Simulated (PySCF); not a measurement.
# C3H9ClGeO: electronic excitations

Aim: predict the electronic excitations of C3H9ClGeO (`ClCCO[CH2][GeH3]`).

The runs use PySCF 2.14.0, with density-fitted response routines of our own; the level of theory stands in each step. All values are computed, except where a source is named. Atoms count from 0, in the outputs and in this text.

### 1 Starting geometry

15 atoms, charge 0, multiplicity 1; geometry from: GFN2-xTB.

Bonds of the start (Å): Cl0–C1 1.77, C1–C2 1.52, C2–O3 1.41, O3–C4 1.41, C4–Ge5 1.97, C1–H6 1.09, C1–H7 1.09, C2–H8 1.10, C2–H9 1.10, C4–H10 1.10, C4–H11 1.10, Ge5–H12 1.49, Ge5–H13 1.50, Ge5–H14 1.49.

### 2 TDDFT and polarisability: PBE0/def2-SVPD

The job: settings as JSON, then the geometry in Å.

```
{"job": {"kind": "uv", "xc": "PBE0", "basis": "def2-SVPD", "nstates": 8, "ntriplets": 3}, "charge": 0, "multiplicity": 1}
Cl     3.942441     0.004630     0.319384
C      2.289829     0.641018     0.427795
C      1.293962    -0.403124    -0.050161
O      0.009439     0.159451     0.061622
C     -1.028704    -0.703502    -0.353207
Ge    -2.638252     0.399407    -0.062696
H      2.097844     0.901744     1.467990
H      2.232367     1.533940    -0.193655
H      1.369237    -1.312518     0.566190
H      1.502246    -0.678733    -1.095769
H     -1.031762    -1.625571     0.243178
H     -0.897678    -0.995524    -1.403690
H     -2.723073     0.778051     1.374220
H     -3.884910    -0.332160    -0.445711
H     -2.537400     1.640880    -0.877403
```

Method: TDDFT PBE0/def2-SVPD, vertical, gas phase, core orbitals frozen in the response.

The run is started by

```sh
OMP_NUM_THREADS=1 python probes_run.py task.json out
```

One launch serves the whole session: the jobs run in the order shown.

What will the session give for the following? lowest singlet (PBE0/def2-SVPD); brightest single state of those computed; lowest triplet; surface potential, 1st and 99th percentile. Wanted: lowest singlet; brightest single state of those computed; lowest triplet; surface potential, 1st and 99th percentile.

The runs gave:

| quantity | value |
| --- | --- |
| lowest singlet (PBE0/def2-SVPD) | 6.98 eV (178 nm), f = 0.010 |
| brightest single state of those computed | state 6, 7.78 eV, f = 0.018 |
| lowest triplet | 6.70 eV |
| surface potential, 1st and 99th percentile | -0.85 V and 0.98 V |

What this shows: The first singlet state (HOMO→LUMO 0.90) lies at 6.98 eV and is weak; of the 8 states computed, the strongest absorption comes from state 6 at 7.78 eV. The lowest triplet lies 0.27 eV below the lowest singlet (triplets in Tamm-Dancoff, singlets in full TDDFT).
